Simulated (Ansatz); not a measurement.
Crystal: MgC2.

```
Mg C
1.0
     3.95078    0.00000    0.00000
     0.00000    3.95078    0.00000
     0.00000    0.00000    4.98709
Mg C
2 4
Direct
  0.00000 0.00000 0.50000
  0.50000 0.50000 0.00000
  0.38766 0.61235 0.50000
  0.11235 0.11235 0.00000
  0.61235 0.38766 0.50000
  0.88765 0.88765 0.00000
```

The cell comes from a database or a generator and needn't be the stable form of this composition.

Base run:

| Quantity | Value |
| --- | --- |
| Program | Ansatz 0.2.0 |
| Functional | PBEsol |
| Potentials or basis | Ansatz PAW |
| Cutoff | 420 eV (not typed: the program's choice for these potentials) |
| k mesh | 7 × 7 × 6 |
| Occupations | gaussian, width 0.1 eV |
| Spin | no spin polarisation |

Its results: band gap on the k mesh 2.47 eV, indirect (least direct gap 2.86 eV); pressure -2.3 GPa; largest force 0.048 eV/Å.

**Question.** The run is repeated on the same cell with these changes: functional from PBEsol to PBE. What comes out?

**Answer.** Band gap on the k mesh 2.59 eV, indirect (least direct gap 2.95 eV); pressure -0.3 GPa; largest force 0.115 eV/Å.

PBE binds less tightly than PBEsol, so the same cell stands under more pressure.

Caveats: odd divisions of the mesh miss points on the zone boundary, where band edges often lie, so the gap on the mesh can be too wide; the PAW data sets come from PBE, with cores solved anew for the run's functional, which leaves a small shift of forces and pressure (some runs).

A k mesh can miss the band edges.
